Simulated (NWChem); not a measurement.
# One shape, several levels: CH5BOSi (SMILES B[SiH2]C=O)

Aim: a comparison of 3 runs (HF/def2-SVP, CAM-B3LYP/def2-SVP, PBE0/def2-SVP) of CH5BOSi. 

Program for the calculation: NWChem 7.3.0.

### Step 1. Starting point

CH5BOSi: 9 atoms, total charge 0, spin state singlet. SMILES: `B[SiH2]C=O`. The coordinates come from a PBE0-D4/def2-TZVP relaxation. This is one conformer, not always the lowest.

Bond lengths: B1–Si2 2.006 Å, Si2–C3 1.933 Å, C3–O4 1.202 Å, B1–H5 1.196 Å, B1–H6 1.194 Å, Si2–H7 1.484 Å, Si2–H8 1.495 Å, C3–H9 1.118 Å. Some angles: B1–Si2–C3 108.4°, Si2–C3–O4 123.6°, B1–Si2–H7 117.0°, B1–Si2–H8 106.3°, C3–Si2–H7 108.9°, C3–Si2–H8 105.6°, Si2–B1–H5 119.1°, Si2–B1–H6 123.0°, Si2–C3–H9 116.8°, O4–C3–H9 119.6°.

### Step 2. Energy and forces at HF/def2-SVP (run 1)

ch5bosi.nw

```
START ch5bosi
TITLE "CH5BOSi hf"
memory total 2200 mb
charge 0

GEOMETRY units angstrom noautosym nocenter noautoz
B    -0.950100    0.850000   -1.073100
Si    0.610800   -0.206000   -0.386500
C     0.330600   -0.553700    1.494500
O     1.022800   -0.098400    2.365800
H    -2.057600    0.518200   -0.767000
H    -0.828800    1.799400   -1.786900
H     1.958100    0.387600   -0.570700
H     0.542000   -1.540900   -1.055900
H    -0.539200   -1.202400    1.762900
END

BASIS spherical bse
* library def2-SVP
END

SCF
thresh 1e-08
maxiter 80
noprint "final vectors analysis"
END

TASK scf gradient
```

On the command line:

```console
nwchem ch5bosi.nw > ch5bosi.out
```

The log of the run:

```text
[...]
  functions       =    85
[...]
  wavefunction    = RHF
[...]
         Total SCF energy =   -428.992411147270
      One-electron energy =   -857.075330232891
      Two-electron energy =    294.151891650708
 Nuclear repulsion energy =    133.931027434912
        Time for solution =      6.8s
[...]
                         RHF ENERGY GRADIENTS
    atom               coordinates                        gradient
                 x          y          z           x          y          z
   1 B      -1.795429   1.606267  -2.027865    0.004505  -0.006027   0.002112
   2 Si      1.154245  -0.389284  -0.730379   -0.008020   0.007524  -0.003163
   3 C       0.624743  -1.046341   2.824195   -0.012697  -0.007801  -0.019979
   4 O       1.932812  -0.185949   4.470714    0.017181   0.011023   0.020290
   5 H      -3.888300   0.979256  -1.449420    0.001992   0.000384  -0.000270
   6 H      -1.566205   3.400373  -3.376751    0.000499  -0.001239   0.001842
   7 H       3.700272   0.732458  -1.078467    0.002166   0.000404   0.000258
   8 H       1.024231  -2.911879  -1.995362   -0.001313  -0.001432  -0.000246
   9 H      -1.018940  -2.272207   3.331398   -0.004312  -0.002836  -0.000843
[...]
```

It took 9.9 s on 1 thread of Intel Xeon 6975P-C (Granite Rapids), shared host; peak memory 0.1 GiB.

### Step 3. Energy and forces at CAM-B3LYP/def2-SVP (run 2)

run.py

```python
from ase import Atoms
from ase.calculators.nwchem import NWChem

atoms = Atoms(['B', 'Si', 'C', 'O', 'H', 'H', 'H', 'H', 'H'], positions=[
    [-0.950100, 0.850000, -1.073100],
    [0.610800, -0.206000, -0.386500],
    [0.330600, -0.553700, 1.494500],
    [1.022800, -0.098400, 2.365800],
    [-2.057600, 0.518200, -0.767000],
    [-0.828800, 1.799400, -1.786900],
    [1.958100, 0.387600, -0.570700],
    [0.542000, -1.540900, -1.055900],
    [-0.539200, -1.202400, 1.762900],
])

calc = NWChem(
    label='ch5bosi',
    theory='dft',
    memory='2200 mb',
    basis='def2-SVP',
    basispar='spherical bse',
    dft={'xc': 'xcamb88 1.00 lyp 0.81 vwn_5 0.19 hfexch 1.00', 'cam': '0.33 cam_alpha 0.19 cam_beta 0.46', 'mult': '1', 'grid': 'xfine', 'convergence': 'energy 1e-08', 'direct': None, 'iterations': '100', 'mulliken': None},
)
atoms.calc = calc

forces = atoms.get_forces()
print("Total energy (eV):", round(atoms.get_potential_energy(), 6))
print("forces (eV/A):")
for s, f in zip(atoms.symbols, forces):
    print(f"{s:2s} {f[0]:10.5f} {f[1]:10.5f} {f[2]:10.5f}")
print("dipole (e A):", atoms.get_dipole_moment().round(4))
```

On the command line:

```console
export ASE_NWCHEM_COMMAND="nwchem PREFIX.nwi > PREFIX.nwo"
python run.py
```

The log of the run:

```text
Total energy (eV): -11710.087105
forces (eV/A):
B     0.17885   -0.05703    0.05307
Si   -0.03857   -0.06212    0.06469
C     0.13647    0.09205   -0.11231
O     0.10464    0.08114    0.10356
H    -0.22317   -0.06376    0.06022
H     0.00992    0.19242   -0.15617
H     0.03348    0.02206   -0.02036
H     0.02623   -0.02967   -0.03738
H    -0.22795   -0.17514    0.04469
dipole (e A): [-0.2799 -0.0766 -0.3864]
```

The calculator wrote ch5bosi.nwi:

```
title "ch5bosi"

permanent_dir ch5bosi

scratch_dir ch5bosi

start ch5bosi

geometry units angstrom nocenter noautosym noautoz
  B  -9.5009999999999994e-01 8.4999999999999998e-01 -1.0730999999999999e+00
  Si 6.1080000000000001e-01 -2.0599999999999999e-01 -3.8650000000000001e-01
  C  3.3060000000000000e-01 -5.5369999999999997e-01 1.4944999999999999e+00
  O  1.0227999999999999e+00 -9.8400000000000001e-02 2.3658000000000001e+00
  H  -2.0575999999999999e+00 5.1819999999999999e-01 -7.6700000000000002e-01
  H  -8.2879999999999998e-01 1.7994000000000001e+00 -1.7868999999999999e+00
  H  1.9581000000000000e+00 3.8760000000000000e-01 -5.7069999999999999e-01
  H  5.4200000000000004e-01 -1.5408999999999999e+00 -1.0559000000000001e+00
  H  -5.3920000000000001e-01 -1.2023999999999999e+00 1.7628999999999999e+00
end

memory 2200 mb

basis spherical bse noprint
   * library def2-SVP
end

dft
  xc xcamb88 1.00 lyp 0.81 vwn_5 0.19 hfexch 1.00
  cam 0.33 cam_alpha 0.19 cam_beta 0.46
  mult 1
  grid xfine
  convergence energy 1e-08
  direct
  iterations 100
  mulliken
end

task dft gradient
```

ch5bosi.nwo, cut to the lines that bear on the results:

```text
[...]
         Total DFT energy =     -430.337767244883
[...]
  wavefunction    = closed shell
[...]
                         DFT ENERGY GRADIENTS
    atom               coordinates                        gradient
                 x          y          z           x          y          z
   1 B      -1.795429   1.606267  -2.027865   -0.003478   0.001109  -0.001032
   2 Si      1.154245  -0.389284  -0.730379    0.000750   0.001208  -0.001258
   3 C       0.624743  -1.046341   2.824195   -0.002654  -0.001790   0.002184
[... 5 lines of this table left out ...]
   9 H      -1.018940  -2.272207   3.331398    0.004433   0.003406  -0.000869
[...]
```

Run time: 51 s. Hardware: 1 thread of Intel Xeon 6975P-C (Granite Rapids), shared host; peak memory 0.14 GiB.

### Step 4. Energy and gradient at PBE0/def2-SVP (run 3)

calc.nw

```
start calc
title "CH5BOSi"
memory 2200 mb
geometry noautosym nocenter noautoz
  B    -0.950100    0.850000   -1.073100
  Si    0.610800   -0.206000   -0.386500
  C     0.330600   -0.553700    1.494500
  O     1.022800   -0.098400    2.365800
  H    -2.057600    0.518200   -0.767000
  H    -0.828800    1.799400   -1.786900
  H     1.958100    0.387600   -0.570700
  H     0.542000   -1.540900   -1.055900
  H    -0.539200   -1.202400    1.762900
end
basis spherical bse
  * library def2-SVP
end
dft
  xc pbe0
  grid xfine
  convergence energy 1e-08
  maxiter 100
  mulliken
end
task dft gradient
```

On the command line:

```console
nwchem calc.nw > calc.out
```

The log of the run:

```text
[...]
          Wavefunction type:  closed shell.
          No. of atoms     :     9
          No. of electrons :    38
[...]
          Charge           :     0
          Spin multiplicity:     1
[...]
          AO basis - number of functions:    85
[...]
              XC Information
              --------------
                         PBE0 Method XC Functional
                     Hartree-Fock (Exact) Exchange  0.250
          PerdewBurkeErnzerhof Exchange Functional  0.750
            Perdew 1991 LDA Correlation Functional  1.000 local
           PerdewBurkeErnz. Correlation Functional  1.000 non-local
[...]
 d= 0,ls=0.0,diis     1   -430.0077133049 -5.64D+02  1.90D-02  7.70D-01     2.4
[...]
 d= 0,ls=0.0,diis    11   -430.1134903198 -9.94D-10  3.21D-07  4.06D-10    23.8
         Total DFT energy =     -430.113490319837
      One electron energy =     -857.522585437094
           Coulomb energy =      333.947776235312
    Exchange-Corr. energy =      -40.469708552967
 Nuclear repulsion energy =      133.931027434912
[...]
      Total Density - Mulliken Population Analysis
     ---------------------------------------------
    Atom       Charge   Shell Charges
 -----------   ------   -------------------------------------------------------
    1 B    5     5.04   1.99  0.90  0.22  1.46  0.46  0.02
    2 Si  14    13.75   2.00  1.98  1.07  0.20  5.93  1.37  1.05  0.15
    3 C    6     6.01   1.99  0.95  0.32  1.95  0.72  0.08
    4 O    8     8.21   1.99  1.11  0.70  2.80  1.60  0.02
    5 H    1     0.99   0.73  0.24  0.01
    6 H    1     0.98   0.73  0.23  0.01
    7 H    1     1.04   0.73  0.30  0.01
    8 H    1     1.04   0.72  0.31  0.01
    9 H    1     0.96   0.75  0.19  0.02
[...]
  wavefunction    = closed shell
                         DFT ENERGY GRADIENTS
    atom               coordinates                        gradient
                 x          y          z           x          y          z
   1 B      -1.795429   1.606267  -2.027865   -0.004154   0.002321  -0.001278
   2 Si      1.154245  -0.389284  -0.730379    0.001672  -0.000952  -0.000019
   3 C       0.624743  -1.046341   2.824195   -0.002802  -0.001705  -0.000980
   4 O       1.932812  -0.185949   4.470714   -0.002115  -0.001583  -0.001524
   5 H      -3.888300   0.979256  -1.449420    0.005747   0.001806  -0.001612
   6 H      -1.566205   3.400373  -3.376751   -0.000634  -0.005135   0.003692
   7 H       3.700272   0.732458  -1.078467   -0.002613  -0.001057   0.000655
   8 H       1.024231  -2.911879  -1.995362   -0.000099   0.002542   0.001359
   9 H      -1.018940  -2.272207   3.331398    0.004998   0.003763  -0.000293
[...]
```

Run time: 29 s. Hardware: 1 thread of Intel Xeon 6975P-C (Granite Rapids), shared host; peak memory 0.14 GiB.

### Step 5. Overview of the runs

```
run               level  iteration cap  module  energy (Eh)  dipole moment (D)  largest force (eV/Å)  wall time
  1         HF/def2-SVP             80     scf  -428.992411               2.93                 1.480      9.9 s
  2  CAM-B3LYP/def2-SVP            100     dft  -430.337767               2.32                 0.291       51 s
  3       PBE0/def2-SVP            100     dft  -430.113490               2.22                 0.327       29 s
```

### Step 6. Summary of results

| quantity | value |
| --- | --- |
| run 3: total energy | -430.11349 Eh |
| run 3: dipole moment | 2.22 D |
| run 3: HOMO energy | -6.91 eV |
| run 3: LUMO energy | -2.76 eV |
| run 3: HOMO–LUMO gap | 4.15 eV |
| run 3: largest force on an atom | 0.327 eV/Å |

**Reading.** The dipole moment (its size) runs from 2.22 D (PBE0/def2-SVP) to 2.93 D (HF/def2-SVP). Totals of different functionals can't be ranked against each other. All runs together took 91 s, the longest 51 s.
